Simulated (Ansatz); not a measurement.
# CH5BF2Si: the cost of one run

Method: RKS PBE/6-31G*, in Ansatz 0.2.0.

## 1. The system as given

Bond lengths: C1–B2 1.547 Å, B2–Si3 1.935 Å, Si3–F4 1.686 Å, Si3–F5 1.665 Å, C1–H6 1.187 Å, C1–H7 1.084 Å, C1–H8 1.076 Å, B2–H9 1.221 Å, Si3–H10 1.516 Å. Angles (14 of 15 angles, heavy atoms first): C1–B2–Si3 120.0°, B2–Si3–F4 111.6°, B2–Si3–F5 111.1°, F4–Si3–F5 110.7°, C1–B2–H9 119.5°, Si3–B2–H9 120.5°, B2–C1–H6 107.9°, B2–C1–H7 111.8°, B2–C1–H8 110.6°, B2–Si3–H10 107.7°, F4–Si3–H10 106.3°, F5–Si3–H10 109.3°, H6–C1–H7 107.4°, H6–C1–H8 105.9°.

Structure file:

```xyz
10

C    -1.3133   -0.6414    0.4135
B     0.1277   -0.1695    0.7207
Si    1.2051    0.6217   -0.6790
F     1.4674   -0.4578   -1.9469
F     0.5184    2.0323   -1.2377
H    -1.9415    0.3063    0.0709
H    -1.3375   -1.3575   -0.3997
H    -1.7911   -1.0058    1.3062
H     0.5787   -0.3072    1.8474
H     2.5692    0.9278   -0.0925
```

## 2. Relaxing end A

Input file input.yaml:

```yaml
crystal:
  periodic: [false, false, false]
  atoms:
    - { symbol: C, position_ang: [-1.3133, -0.6414, 0.4135] }
    - { symbol: B, position_ang: [0.1277, -0.1695, 0.7207] }
    - { symbol: Si, position_ang: [1.2051, 0.6217, -0.679] }
    - { symbol: F, position_ang: [1.4674, -0.4578, -1.9469] }
    - { symbol: F, position_ang: [0.5184, 2.0323, -1.2377] }
    - { symbol: H, position_ang: [-1.9415, 0.3063, 0.0709] }
    - { symbol: H, position_ang: [-1.3375, -1.3575, -0.3997] }
    - { symbol: H, position_ang: [-1.7911, -1.0058, 1.3062] }
    - { symbol: H, position_ang: [0.5787, -0.3072, 1.8474] }
    - { symbol: H, position_ang: [2.5692, 0.9278, -0.0925] }
basis:
  gaussian: { orbitals: "6-31G*" }
hamiltonian:
  xc: pbe
relax:
  f_tol: 0.015
  max_steps: 40
```

The run is started by

```console
$ ansatz run input.yaml --threads 1 --pin off --max-ram 2048MiB --backend cpu --events-out ev --progress --plain --runs-dir out
```

Q: Estimate wall time and peak memory on 1 thread of Intel Xeon at 2.70GHz, shared host.

About 86 s, with a peak of 0.16 GiB.
